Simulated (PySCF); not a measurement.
# One shape, several levels: HBr (hydrogen bromide)

Wanted: a comparison of 6 runs (HF/STO-3G, HF/pcseg-1, PBE0/STO-3G, B3LYP/6-31G*, PBE0/def2-SVP) of HBr (hydrogen bromide). 

The calculation is run with PySCF 2.14.0.

**1. The system as given**

HBr: 2 atoms, total charge 0, spin state singlet. As SMILES, `Br`. Geometry: relaxed at PBE0-D4/def2-TZVP.

Bond lengths: Br1–H2 1.420 Å.

**2. Energy and forces at HF/STO-3G (run 1)**

Input file calc.py:

```python
from pyscf import gto, scf

system = gto.M(
    atom=[
    ('Br', (-0.603220, 0.217960, -0.305050)),
    ('H', (0.603220, -0.217960, 0.305050)),
],
    basis='sto-3g',
    verbose=4,
    max_memory=1860,
)

mf = scf.RHF(system)
mf.conv_tol = 1e-10
mf.kernel()
if not mf.converged:
    mf = mf.newton().run(mf.mo_coeff, mf.mo_occ)

e_tot = mf.e_tot
print('E = %.10f Eh' % e_tot)
grad = mf.nuc_grad_method().kernel()
dip = mf.dip_moment()
pop, q = mf.mulliken_pop()
```

Started as:

```bash
OMP_NUM_THREADS=1 python calc.py
```

Output:

```text
PySCF version 2.14.0

[... 48 lines left out ...]
converged SCF energy = -2545.228147376
[... 9 lines left out ...]
Dipole moment(X, Y, Z, Debye):  1.10008, -0.39749,  0.55632
[... 22 lines left out ...]
charge of    1H =      0.03903
```

Run time: 0.91 s. Hardware: 1 thread of Arm Neoverse V1, shared host; peak memory 0.12 GiB.

**3. Energy and forces at HF/pcseg-1 (run 2)**

Input file run.py:

```python
from pyscf import gto, scf

molecule = gto.M(
    atom='''
Br    -1.139921     0.411885    -0.576461
H      1.139921    -0.411885     0.576461
''',
    max_memory=1860,
    verbose=3,
    unit='bohr',
    basis='pcseg-1',
)

mf = scf.RHF(molecule)
mf.conv_tol = 1e-10
mf.kernel()
if not mf.converged:
    mf = mf.newton().run(mf.mo_coeff, mf.mo_occ)

energy = mf.e_tot
print('Final energy', energy)
grad = mf.nuc_grad_method().kernel()
mf.analyze()
```

Started as:

```bash
OMP_NUM_THREADS=1 python run.py
```

Output:

```text
converged SCF energy = -2572.66744864709
Final energy -2572.6674486470915
--------------- RHF gradients ---------------
         x                y                z
0 Br    -0.0048496199     0.0017523019    -0.0024524653
1 H     0.0048496199    -0.0017523019     0.0024524653
----------------------------------------------
**** MO energy ****
MO #1   energy= -489.952164136704  occ= 2
MO #2   energy= -65.1252123654731  occ= 2
MO #3   energy= -58.5285170254001  occ= 2
MO #4   energy= -58.5271749056133  occ= 2
MO #5   energy= -58.5271749056132  occ= 2
MO #6   energy= -9.83313127840375  occ= 2
MO #7   energy= -7.4759023029755   occ= 2
MO #8   energy= -7.46676784645832  occ= 2
MO #9   energy= -7.46676784645822  occ= 2
MO #10  energy= -3.22228514565002  occ= 2
MO #11  energy= -3.21725652308876  occ= 2
MO #12  energy= -3.21725652308872  occ= 2
MO #13  energy= -3.20698063088507  occ= 2
MO #14  energy= -3.20698063088503  occ= 2
MO #15  energy= -1.02963605713267  occ= 2
MO #16  energy= -0.580829034557289 occ= 2
MO #17  energy= -0.432924602318113 occ= 2
MO #18  energy= -0.432924602318091 occ= 2
MO #19  energy= 0.120987944069222  occ= 0
MO #20  energy= 0.394124530147746  occ= 0
MO #21  energy= 0.596876590903423  occ= 0
MO #22  energy= 0.612836808678864  occ= 0
MO #23  energy= 0.612836808678874  occ= 0
MO #24  energy= 0.647819866611507  occ= 0
MO #25  energy= 0.64781986661153   occ= 0
MO #26  energy= 0.829800948105051  occ= 0
MO #27  energy= 0.829800948105084  occ= 0
MO #28  energy= 0.883289900719673  occ= 0
MO #29  energy= 1.11350237725585   occ= 0
MO #30  energy= 2.16369280603877   occ= 0
MO #31  energy= 2.16369280603878   occ= 0
MO #32  energy= 2.6057113915874    occ= 0
 ** Mulliken atomic charges  **
charge of    0Br =     -0.15588
charge of    1H =      0.15588
Dipole moment(X, Y, Z, Debye):  0.98765, -0.35686,  0.49945
```

Run time: 1.9 s. Hardware: 1 thread of Arm Neoverse V1, shared host; peak memory 0.12 GiB.

Runs 3 to 5 aren't shown in full; the table further down has their settings and results.

**4. Energy and gradient at PBE0/def2-SVP (run 6)**

Input file input.xyz:

```xyz
2

Br    -0.603220     0.217960    -0.305050
H      0.603220    -0.217960     0.305050
```

Input file input.py:

```python
# Br
import pyscf.grad
from pyscf import gto, dft

mol = gto.Mole()
mol.atom = 'input.xyz'
mol.basis = 'def2-svp'
mol.charge = 0
mol.spin = 0
mol.max_memory = 1860
mol.verbose = 4
mol.build()

mf = dft.RKS(mol)
mf.xc = 'pbe0'
mf.grids.level = 5
mf.conv_tol = 1e-10
mf.kernel()
if not mf.converged:
    mf = mf.newton().run(mf.mo_coeff, mf.mo_occ)

e_tot = mf.e_tot
print('E = %.10f Eh' % e_tot)
grad = mf.Gradients().kernel()
mf.analyze()
```

Started as:

```bash
OMP_NUM_THREADS=1 python input.py
```

Output:

```text
PySCF version 2.14.0

[... 79 lines left out ...]
One-electron Energy =                -3608.501633158928598
[... 9 lines left out ...]
MO #5   energy= -56.4194736065267  occ= 2
[... 7 lines left out ...]
MO #13  energy= -2.66503439038007  occ= 2
[... 7 lines left out ...]
MO #21  energy= 0.380645456092334  occ= 0
[... 7 lines left out ...]
MO #29  energy= 0.90132494054206   occ= 0
[... 7 lines left out ...]
MO #37  energy= 3.57917228229324   occ= 0
[... 42 lines left out ...]
Dipole moment(X, Y, Z, Debye):  0.91580, -0.33090,  0.46312
```

It took 2.8 s on 1 thread of Arm Neoverse V1, shared host; peak memory 0.41 GiB.

**5. All runs side by side**

```
run                               level  integration grid  Cartesian functions   energy (Eh)  dipole moment (D)  HOMO energy (eV)  LUMO energy (eV)  wall time
  1                           HF/STO-3G                 –                   no  -2545.228147               1.30             -9.07             10.72     0.91 s
  2                          HF/pcseg-1                 –                   no  -2572.667449               1.16            -11.78              3.29      1.9 s
  3                         PBE0/STO-3G                 5                   no  -2546.364253               1.29             -5.68              5.57      1.7 s
  4  B3LYP/6-31G* (spherical functions)                 5                   no  -2574.473142               1.10             -8.38             -0.14      3.3 s
  5  B3LYP/6-31G* (Cartesian functions)                 5                  yes  -2574.481716               1.11             -8.38             -0.15      3.6 s
  6                       PBE0/def2-SVP                 5                   no  -2574.144517               1.08             -8.53              0.16      2.8 s
```

**6. Results**

| quantity | value |
| --- | --- |
| run 6: total energy | -2574.14452 Eh |
| run 6: dipole moment | 1.08 D |
| run 6: HOMO energy | -8.53 eV |
| run 6: LUMO energy | 0.16 eV |
| run 6: HOMO–LUMO gap | 8.69 eV |
| run 6: largest force on an atom | 0.041 eV/Å |

**Reading.** The dipole moment (its size) runs from 1.08 D (PBE0/def2-SVP) to 1.30 D (HF/STO-3G). The two ends differ in method and basis. The HOMO–LUMO gap runs from 8.23 eV (B3LYP/6-31G*) to 19.79 eV (HF/STO-3G). Totals of different functionals can't be ranked against each other. In runs 1, 3 the basis is minimal, so the values are rough. All runs together took 14 s, the longest 3.6 s.
